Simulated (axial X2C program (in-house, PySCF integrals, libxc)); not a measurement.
# All-electron X2C curves of RuBe⁺

What are the state, bond length, wavenumber and bond energy of RuBe⁺, and what does spin–orbit coupling change?

Program: an in-house X2C program for linear molecules on PySCF integrals. Level of theory: all-electron X2C, Ru dyall-v3z, Be dyall-v3z. These are calculated values, not measurements.

### Step 1. The job

task.json reads:

```json
{"zs": [44, 4], "q": 1, "bas": ["dyall-v3z", "dyall-v3z"], "levels": ["PBE0", "HF", "TPSS", "TPSSh"], "cc": false, "r0": 2.27, "npts": 10, "nst": 2, "ntry": 6}
```

Keys: zs atomic numbers; q charge; bas basis sets; levels methods (HF also brings MP2); cc coupled cluster on or off; r0 starting distance in Å; npts points asked for on the curve; nst determinants followed; ntry starts of the search.

Command:

```sh
> python so2c.py task.json out
```

Spin-free means the one-electron spin-free X2C Hamiltonian; two-component (2c) means X2C with spin–orbit coupling and atomic mean-field two-electron Coulomb and Gaunt terms. Basis: Ru dyall-v3z contracted to [12s12p8d3f2g], Be dyall-v3z contracted to [8s8p3d1f]; Gaussian nuclei, density fitting. Masses: Ru 101.904 u, Be 9.012 u.

Notation: σ, π±, δ± give the projection m of an orbital's angular momentum (0, ±1, ±2), α and β its spin, Λ and M_S the sums; ω is the projection of a spinor's total angular momentum and Ω the sum. Logs are in hartree.

The results follow Hamiltonian by Hamiltonian and level by level.

### Step 2. Search for the lowest determinant

PBE0 moves the distance from 2.270 Å to 2.064 Å and compares determinants there.

Spin-free determinants:

```tsv
ΔE (eV)	state	open shells
0.00	M_S = 3/2, Λ = 0	beyond closed shells: σα, δ+α, δ-α
0.77	M_S = 3/2, Λ = 3	beyond closed shells: σα, π+α, π+β, π-α, δ+α, δ+β, δ-α
0.85	M_S = 3/2, Λ = 1	beyond closed shells: π+α, π+β, π-α, δ+α, δ-α
0.90	M_S = 3/2, Λ = 1	beyond closed shells: σα, π+α, π-α, π-β, δ+α, δ+β, δ-α
1.05	M_S = 1/2, Λ = 0	beyond closed shells: σβ, δ+α, δ-α
1.14	M_S = 3/2, Λ = 2	beyond closed shells: π+α, π-α, δ+α, δ+β, δ-α
1.29	M_S = 1/2, Λ = 2	beyond closed shells: δ+α, δ+β, δ-α
```

Two-component determinants:

```
ΔE (eV)    state                                        open shells
   0.00  Ω = 3/2   excess of +ω over −ω: ω = 1/2, ω = -3/2, ω = 5/2
   0.60  Ω = 9/2    excess of +ω over −ω: ω = 1/2, ω = 3/2, ω = 5/2
   0.80  Ω = 5/2                      excess of +ω over −ω: ω = 5/2
   0.82  Ω = 5/2                      excess of +ω over −ω: ω = 5/2
   0.89  Ω = 1/2  excess of +ω over −ω: ω = -1/2, ω = -3/2, ω = 5/2
   0.93  Ω = 3/2                      excess of +ω over −ω: ω = 3/2
   0.96  Ω = 1/2                      excess of +ω over −ω: ω = 1/2
```

### Step 3. PBE0, spin-free

State followed: M_S = 3/2, Λ = 0 (beyond closed shells: σα, δ+α, δ-α). The scan is laid around 2.064 Å, a first estimate of the minimum, and this SCF restarts from the orbitals of the search.

Output at 2.064 Å:

```text
spin-free X2C-1e  PBE0
basis functions 181  fitting functions 920  grid points 5079
iter        total energy     max residual
   1      -4544.511321648     8.73e-06
   2      -4544.511321655     1.17e-05
   3      -4544.511321658     4.12e-06
   4      -4544.511321662     3.06e-06
   5      -4544.511321663     1.10e-06
converged
one-electron -6344.28741631  Coulomb 1891.78120216  exact exchange -33.74957063  xc functional -103.37917502  nuclear repulsion 45.12363814
```

Along the bond, energies from the lowest point:

| R (Å) | E (eV) | μ (D) | HOMO (eV) | LUMO (eV) | iterations |
| --- | --- | --- | --- | --- | --- |
| 1.796 | 0.4515 | 2.73 | -12.63 | -9.10 | 15 |
| 1.878 | 0.1879 | 2.95 | -12.56 | -8.92 | 15 |
| 1.940 | 0.0738 | 3.10 | -12.52 | -8.79 | 15 |
| 2.002 | 0.0152 | 3.25 | -12.48 | -8.67 | 14 |
| 2.064 | 0.0000 | 3.39 | -12.45 | -8.57 | 5 |
| 2.136 | 0.0239 | 3.55 | -12.33 | -8.45 | 15 |
| 2.208 | 0.0811 | 3.69 | -12.20 | -8.45 | 15 |
| 2.301 | 0.1875 | 3.85 | -12.06 | -8.47 | 15 |
| 2.415 | 0.3470 | 4.02 | -11.91 | -8.49 | 15 |
| 2.580 | 0.6007 | 4.20 | -11.76 | -8.50 | 15 |

Dipoles are positive if Be is the positive end and refer to the centre of mass.

Outer orbitals at the reference distance:

| symmetry | occupied | ε (eV) | atomic character |
| --- | --- | --- | --- |
| σα | yes | -14.82 | 79% Ru d, 12% Be s, 4% Be p |
| δ-α | yes | -14.64 | 100% Ru d |
| δ+α | yes | -14.64 | 100% Ru d |
| π+α | yes | -13.66 | 92% Ru d, 5% Be p, 2% Be d |
| π-α | yes | -13.66 | 92% Ru d, 5% Be p, 2% Be d |
| σβ | yes | -13.55 | 39% Be s, 28% Ru d, 19% Ru s |
| π-β | yes | -12.47 | 88% Ru d, 8% Be p, 2% Be d |
| π+β | yes | -12.47 | 88% Ru d, 8% Be p, 2% Be d |
| σα | yes | -12.45 | 39% Be s, 36% Ru s, 16% Ru d |
| σβ | no | -8.57 | 49% Ru d, 21% Be s, 16% Be p |
| σα | no | -8.38 | 50% Be p, 20% Ru s, 15% Ru p |
| δ-β | no | -8.31 | 99% Ru d |
| δ+β | no | -8.31 | 99% Ru d |

PBE0 fields in the half plane through the axis: z from -2.4 to 4.2 Å across, distance from the axis 0.15 to 2.25 Å upwards; Ru lies at z = 0 and Be at z = 2.064 Å; the ELF is damped to zero where the density is low.

log10 density (e/bohr³). Ten even steps from '0' (-4.92 ) to '9' (1.72 ):
```
00011222222222222211000
01112223333333332221100
01223333333333333322110
11233444444444443332211
12234455555544444433221
12334566666555544433221
12344567776655555443321
12345678987655686443321
```

ELF. Ten even steps from '0' (0.00 ) to '9' (1.00 ):
```
00000000001123321000000
00000000012346676410000
00000111112467888752000
00001111122468999985100
00001233223468999987400
00001356554468622688620
00001377476355000068630
00000361616341898037630
```

Re = 2.059 Å, ωe = 541 cm⁻¹, ωexe = 4.17 cm⁻¹, Be = 0.4805 cm⁻¹, De = 2.58 eV, μ = 3.38 D.

### Step 4. HF, spin-free

The SCF at the reference distance of 2.064 Å:

```text
spin-free X2C-1e  HF
basis functions 181  fitting functions 920  grid points 5079
iter        total energy     max residual
   1      -4542.380858536     3.15e-01
   2      -4542.406719248     9.31e-03
   3      -4542.410171601     5.63e-03
   4      -4542.411742195     2.75e-03
   5      -4542.412259054     1.36e-03
   6      -4542.412386228     6.16e-04
   7      -4542.412411105     3.31e-04
   8      -4542.412418953     2.07e-04
   9      -4542.412424192     1.77e-04
  10      -4542.412432126     1.64e-04
  11      -4542.412442489     1.10e-04
  12      -4542.412449328     5.10e-05
  13      -4542.412451237     3.36e-05
  14      -4542.412451397     1.33e-05
  15      -4542.412451415     5.04e-06
  16      -4542.412451417     1.72e-06
converged
one-electron -6344.09403696  Coulomb 1891.68468923  exact exchange -135.12674182  xc functional 0.00000000  nuclear repulsion 45.12363814
```

No constants are quoted: too few points lie around the minimum for a second fit to confirm the first.

### Step 5. TPSS, spin-free

Output at 2.064 Å:

```text
spin-free X2C-1e  TPSS
basis functions 181  fitting functions 920  grid points 5079
iter        total energy     max residual
   1      -4544.700843377     1.18e-01
   2      -4544.700933482     1.06e-02
   3      -4544.675709901     3.45e-02
   4      -4544.702865490     4.78e-03
   5      -4544.703251982     5.22e-04
   6      -4544.703257982     1.68e-04
   7      -4544.703258606     7.68e-05
   8      -4544.703258708     3.34e-05
   9      -4544.703258730     1.07e-05
  10      -4544.703258732     7.02e-07
  11      -4544.703258732     1.57e-07
converged
one-electron -6343.52471814  Coulomb 1890.98843728  exact exchange 0.00000000  xc functional -137.29061601  nuclear repulsion 45.12363814
```

Re = 2.043 Å, ωe = 575 cm⁻¹, ωexe = 4.09 cm⁻¹, Be = 0.4877 cm⁻¹, De = 2.85 eV, μ = 3.33 D.

### Step 6. TPSSh, spin-free

The SCF at the reference distance of 2.064 Å:

```text
spin-free X2C-1e  TPSSh
basis functions 181  fitting functions 920  grid points 5079
iter        total energy     max residual
   1      -4544.701380179     1.29e-01
   2      -4544.701938774     6.11e-03
   3      -4544.696911426     1.62e-02
   4      -4544.702431951     3.26e-03
   5      -4544.702617976     2.43e-04
   6      -4544.702619485     8.74e-05
   7      -4544.702619746     1.96e-05
   8      -4544.702619794     1.65e-05
   9      -4544.702619804     4.27e-06
  10      -4544.702619805     9.10e-07
converged
one-electron -6343.73839596  Coulomb 1891.21745428  exact exchange -13.49795322  xc functional -123.80736304  nuclear repulsion 45.12363814
```

Re = 2.056 Å, ωe = 556 cm⁻¹, ωexe = 4.15 cm⁻¹, Be = 0.4818 cm⁻¹, De = 2.65 eV, μ = 3.30 D.

### Step 7. Correlated methods, spin-free

Correlated methods: 9 electrons correlated (frozen shells, counted by type: Ru 4 s, 3 p, 1 d; Be 1 s), 257 virtual spinors in MP2.

MP2: Re = 2.068 Å, ωe = 525 cm⁻¹, Be = 0.4759 cm⁻¹, De = 2.08 eV.

### Step 8. A higher determinant, spin-free

State: M_S = 3/2, Λ = 3 (beyond closed shells: σα, π+α, π+β, π-α, δ+α, δ+β, δ-α).

Output at the reference distance:

```text
spin-free X2C-1e  PBE0
basis functions 181  fitting functions 920  grid points 5079
iter        total energy     max residual
   1      -4544.483018735     1.25e-05
   2      -4544.483018755     7.74e-06
   3      -4544.483018761     9.31e-06
   4      -4544.483018769     3.66e-06
   5      -4544.483018770     1.23e-06
converged
one-electron -6344.95388576  Coulomb 1892.46990342  exact exchange -33.75104242  xc functional -103.37163215  nuclear repulsion 45.12363814
```

| R (Å) | E above the lowest PBE0 point (eV) |
| --- | --- |
| 1.796 | 1.563 |
| 1.878 | 1.182 |
| 1.940 | 0.987 |
| 2.002 | 0.854 |
| 2.064 | 0.770 |
| 2.136 | 0.721 |
| 2.208 | 0.713 |
| 2.301 | 0.746 |
| 2.415 | 0.830 |

Re = 2.189 Å, ωe = 453 cm⁻¹, ωexe = 3.7 cm⁻¹, Be = 0.4248 cm⁻¹, μ = 3.68 D. Te = 0.71 eV.

### Step 9. The spin-free curves together

Energy (eV) of the followed determinant, spin-free, from each level's lowest point:

| R (Å) | PBE0 | HF | MP2 | TPSS | TPSSh |
| --- | --- | --- | --- | --- | --- |
| 1.796 | 0.451 | 1.149 | 0.474 | 0.438 | 0.463 |
| 1.878 | 0.188 | 0.717 | 0.205 | 0.171 | 0.191 |
| 1.940 | 0.074 | 0.483 | 0.085 | 0.060 | 0.074 |
| 2.002 | 0.015 | 0.310 | 0.021 | 0.007 | 0.014 |
| 2.064 | 0.000 | 0.185 | 0.000 | 0.000 | 0.000 |
| 2.136 | 0.024 | 0.088 | 0.017 | 0.036 | 0.027 |
| 2.208 | 0.081 | 0.031 | 0.067 | 0.107 | 0.089 |
| 2.301 | 0.188 | 0.000 | 0.171 | 0.233 | 0.202 |
| 2.415 | 0.347 | n/a | n/a | 0.417 | 0.372 |
| 2.580 | 0.601 | 0.075 | 0.551 | 0.706 | 0.641 |

### Step 10. PBE0, 2c

State followed: Ω = 3/2 (excess of +ω over −ω: ω = 1/2, ω = -3/2, ω = 5/2). The scan is laid around 2.064 Å, a first estimate of the minimum, and this SCF restarts from the orbitals of the search.

The SCF at the reference distance of 2.064 Å:

```text
two-component X2C + atomic mean field  PBE0
basis functions 181  fitting functions 920  grid points 5079
iter        total energy     max residual
   1      -4542.672629496     1.06e-05
   2      -4542.672629505     1.57e-05
   3      -4542.672629511     5.82e-06
   4      -4542.672629515     3.95e-06
   5      -4542.672629517     1.02e-06
converged
one-electron -6339.29041871  Coulomb 1890.78487854  exact exchange -33.73025315  xc functional -103.32167412  nuclear repulsion 45.12363814  atomic mean-field constant -2.23880021
```

Along the bond, energies from the lowest point:

| R (Å) | E (eV) | μ (D) | HOMO (eV) | LUMO (eV) | iterations |
| --- | --- | --- | --- | --- | --- |
| 1.796 | 0.4521 | 2.72 | -12.63 | -9.10 | 15 |
| 1.878 | 0.1887 | 2.94 | -12.56 | -8.92 | 15 |
| 1.940 | 0.0744 | 3.10 | -12.51 | -8.80 | 15 |
| 2.002 | 0.0155 | 3.25 | -12.47 | -8.68 | 14 |
| 2.064 | 0.0000 | 3.39 | -12.42 | -8.57 | 5 |
| 2.136 | 0.0234 | 3.55 | -12.27 | -8.46 | 15 |
| 2.208 | 0.0800 | 3.69 | -12.15 | -8.45 | 15 |
| 2.301 | 0.1856 | 3.85 | -12.00 | -8.47 | 15 |
| 2.415 | 0.3442 | 4.02 | -11.86 | -8.49 | 15 |
| 2.580 | 0.5966 | 4.20 | -11.71 | -8.50 | 15 |

Dipoles are positive if Be is the positive end and refer to the centre of mass.

Outer spinors at the reference distance:

| ω | occupied | ε (eV) | atomic character | λ mixture |
| --- | --- | --- | --- | --- |
| 1/2 | yes | -14.83 | 79% Ru d, 12% Be s, 4% Be p | 100% σ |
| -3/2 | yes | -14.77 | 100% Ru d | 100% δ |
| 5/2 | yes | -14.50 | 100% Ru d | 100% δ |
| -1/2 | yes | -13.78 | 82% Ru d, 6% Be s, 5% Be p | 82% π, 18% σ |
| 3/2 | yes | -13.61 | 92% Ru d, 5% Be p, 2% Be d | 99% π, 1% δ |
| -1/2 | yes | -13.50 | 38% Ru d, 33% Be s, 16% Ru s | 82% σ, 18% π |
| 1/2 | yes | -12.56 | 74% Ru d, 8% Be s, 7% Ru s | 82% π, 18% σ |
| 1/2 | yes | -12.42 | 31% Be s, 30% Ru d, 30% Ru s | 82% σ, 18% π |
| -3/2 | yes | -12.42 | 88% Ru d, 8% Be p, 2% Be d | 100% π |
| -1/2 | no | -8.57 | 49% Ru d, 21% Be s, 16% Be p | 100% σ |
| 3/2 | no | -8.42 | 99% Ru d | 99% δ, 1% π |
| 1/2 | no | -8.38 | 50% Be p, 20% Ru s, 15% Ru p | 100% σ |
| -5/2 | no | -8.21 | 99% Ru d | 100% δ |

PBE0 fields in the half plane through the axis: z from -2.4 to 4.2 Å across, distance from the axis 0.15 to 2.25 Å upwards; Ru lies at z = 0 and Be at z = 2.064 Å; the ELF is damped to zero where the density is low.

log10 density (e/bohr³). Ten even steps from '0' (-4.92 ) to '9' (1.72 ):
```
00011222222222222211000
00112223333333332221100
01223333333333333322110
11233444444444443332211
12234455555544444433221
12334566666555544433221
12344567776655555443321
12345678987655686443321
```

ELF. Ten even steps from ' ' (0.00 ) to '@' (1.00 ):
```
                    ....::----::..            
                  ..::--==****##**==..        
          ..........::==++##%%%%%%##++::      
        ..........::::==**%%@@@@@@@@%%++..    
        ..::----::::--==**%%@@@@@@@@%%##==    
        ..--++**++++====**%%**::::**%%%%**::  
        ..--####==##**--++++        **%%**--  
          --**..**..**--==..%%@@%%  --##**--  
```

Re = 2.059 Å, ωe = 539 cm⁻¹, ωexe = 4.16 cm⁻¹, Be = 0.4801 cm⁻¹, De = 2.45 eV, μ = 3.38 D.

### Step 11. HF, 2c

The SCF at the reference distance of 2.064 Å:

```text
two-component X2C + atomic mean field  HF
basis functions 181  fitting functions 920  grid points 5079
iter        total energy     max residual
   1      -4540.541714858     3.15e-01
   2      -4540.567613700     9.25e-03
   3      -4540.571073812     5.58e-03
   4      -4540.572650454     2.72e-03
   5      -4540.573173218     1.34e-03
   6      -4540.573307114     6.01e-04
   7      -4540.573338723     3.15e-04
   8      -4540.573351758     2.49e-04
   9      -4540.573361498     2.16e-04
  10      -4540.573378489     1.45e-04
  11      -4540.573391687     7.76e-05
  12      -4540.573395529     5.02e-05
  13      -4540.573396535     2.95e-05
  14      -4540.573396836     2.14e-05
  15      -4540.573397004     1.57e-05
  16      -4540.573397125     1.39e-05
  17      -4540.573397206     1.11e-05
  18      -4540.573397262     5.83e-06
  19      -4540.573397273     3.24e-06
  20      -4540.573397275     2.43e-06
  21      -4540.573397277     1.32e-06
converged
one-electron -6339.10595266  Coulomb 1890.69688923  exact exchange -135.04917178  xc functional 0.00000000  nuclear repulsion 45.12363814  atomic mean-field constant -2.23880021
```

No constants are quoted: too few points lie around the minimum for a second fit to confirm the first.

### Step 12. TPSS, 2c

The SCF at the reference distance of 2.064 Å:

```text
two-component X2C + atomic mean field  TPSS
basis functions 181  fitting functions 920  grid points 5079
iter        total energy     max residual
   1      -4542.860652879     1.17e-01
   2      -4542.860782534     1.07e-02
   3      -4542.835577607     3.46e-02
   4      -4542.862711304     4.80e-03
   5      -4542.863101353     5.16e-04
   6      -4542.863107205     1.69e-04
   7      -4542.863107844     7.27e-05
   8      -4542.863107935     3.28e-05
   9      -4542.863107956     1.04e-05
  10      -4542.863107958     7.64e-07
  11      -4542.863107958     1.47e-07
converged
one-electron -6338.52583895  Coulomb 1889.99047789  exact exchange 0.00000000  xc functional -137.21258482  nuclear repulsion 45.12363814  atomic mean-field constant -2.23880021
```

Re = 2.043 Å, ωe = 574 cm⁻¹, ωexe = 4.08 cm⁻¹, Be = 0.4876 cm⁻¹, De = 2.84 eV, μ = 3.33 D.

### Step 13. TPSSh, 2c

Output at 2.064 Å:

```text
two-component X2C + atomic mean field  TPSSh
basis functions 181  fitting functions 920  grid points 5079
iter        total energy     max residual
   1      -4542.861296343     1.29e-01
   2      -4542.861876679     6.14e-03
   3      -4542.856861501     1.62e-02
   4      -4542.862371584     3.26e-03
   5      -4542.862558584     2.38e-04
   6      -4542.862560112     8.85e-05
   7      -4542.862560404     1.92e-05
   8      -4542.862560462     1.55e-05
   9      -4542.862560472     4.48e-06
  10      -4542.862560474     1.02e-06
converged
one-electron -6338.73980943  Coulomb 1890.21972082  exact exchange -13.49023686  xc functional -123.73707293  nuclear repulsion 45.12363814  atomic mean-field constant -2.23880021
```

Re = 2.056 Å, ωe = 555 cm⁻¹, ωexe = 4.15 cm⁻¹, Be = 0.4816 cm⁻¹, De = 2.62 eV, μ = 3.30 D.

### Step 14. MP2, 2c

Correlated methods: 9 electrons correlated (frozen shells, counted by type: Ru 4 s, 3 p, 1 d; Be 1 s), 257 virtual spinors in MP2.

MP2: Re = 2.071 Å, ωe = 523 cm⁻¹, Be = 0.4749 cm⁻¹, De = 1.96 eV.

### Step 15. A higher determinant, 2c

State: Ω = 9/2 (excess of +ω over −ω: ω = 1/2, ω = 3/2, ω = 5/2).

Output at the reference distance:

```text
two-component X2C + atomic mean field  PBE0
basis functions 181  fitting functions 920  grid points 5079
iter        total energy     max residual
   1      -4542.650575512     3.89e-06
   2      -4542.650575513     5.46e-06
converged
one-electron -6340.01936394  Coulomb 1891.53135683  exact exchange -33.73190760  xc functional -103.31549872  nuclear repulsion 45.12363814  atomic mean-field constant -2.23880021
```

| R (Å) | E above the lowest PBE0 point (eV) |
| --- | --- |
| 1.796 | 1.387 |
| 1.878 | 1.009 |
| 1.940 | 0.816 |
| 2.002 | 0.683 |
| 2.064 | 0.600 |
| 2.136 | 0.552 |
| 2.208 | 0.543 |
| 2.301 | 0.575 |
| 2.415 | 0.658 |

Re = 2.190 Å, ωe = 451 cm⁻¹, ωexe = 3.69 cm⁻¹, Be = 0.4247 cm⁻¹, μ = 3.67 D. Te = 0.54 eV.

### Step 16. The 2c curves together

Energy (eV) of the followed determinant, 2c, from each level's lowest point:

| R (Å) | PBE0 | HF | MP2 | TPSS | TPSSh |
| --- | --- | --- | --- | --- | --- |
| 1.796 | 0.452 | 1.151 | 0.478 | 0.437 | 0.463 |
| 1.878 | 0.189 | 0.720 | 0.208 | 0.171 | 0.191 |
| 1.940 | 0.074 | 0.486 | 0.087 | 0.060 | 0.074 |
| 2.002 | 0.016 | 0.313 | 0.022 | 0.007 | 0.014 |
| 2.064 | 0.000 | 0.188 | 0.000 | 0.000 | 0.000 |
| 2.136 | 0.023 | 0.090 | 0.016 | 0.036 | 0.027 |
| 2.208 | 0.080 | 0.032 | 0.064 | 0.107 | 0.088 |
| 2.301 | 0.186 | 0.000 | 0.159 | 0.232 | 0.201 |
| 2.415 | 0.344 | n/a | n/a | 0.416 | 0.370 |
| 2.580 | 0.597 | 0.069 | 0.534 | 0.703 | 0.638 |

The whole job took 3.7 min on 1 thread, shared host.

### Step 17. What came out

Lowest determinant that the search found at its distance, spin-free: M_S = 3/2, Λ = 0 (beyond closed shells: σα, δ+α, δ-α).

Lowest determinant that the search found at its distance, 2c: Ω = 3/2 (excess of +ω over −ω: ω = 1/2, ω = -3/2, ω = 5/2).

```csv
Hamiltonian,level,Re (Å),ωe (cm⁻¹),De (eV),μ (D)
spin-free,PBE0,2.059,541,2.58,3.38
spin-free,MP2,2.068,525,2.08,n/a
spin-free,TPSS,2.043,575,2.85,3.33
spin-free,TPSSh,2.056,556,2.65,3.30
2c,PBE0,2.059,539,2.45,3.38
2c,MP2,2.071,523,1.96,n/a
2c,TPSS,2.043,574,2.84,3.33
2c,TPSSh,2.056,555,2.62,3.30
```

Dipoles are positive if Be is the positive end and refer to the centre of mass. No constants: spin-free HF (too few points lie around the minimum for a second fit to confirm the first); 2c HF (too few points lie around the minimum for a second fit to confirm the first).

Time per point (s) on 1 thread, shared host (2c runs); the times are rough: PBE0 1.1, MP2 1.9, TPSS 1.2, TPSSh 1.8.

At MP2, going from spin-free to two-component changes Re by +2 mÅ, ωe by -0.4 %; the spin-free picture holds up (part of it comes from the scalar share of the two-electron terms). It costs about 1.8 times the time. De moves by -0.12 eV; both De rest on single-determinant atoms, which can miss part of an open shell's spin–orbit lowering.

De refers to Ru+ + Be, each in the lowest determinant found, which need not be this curve's own limit. The state is a single determinant with fixed occupations, the lowest that a limited PBE0 search found. Dissociation energies refer to the lowest single-determinant-based atoms at the same level and basis. Density functionals use the spin component along the axis (collinear). The meta-GGAs lack a current-density term, which matters for open shells with orbital currents, atoms included. With several unpaired electrons one determinant need not be a pure state.
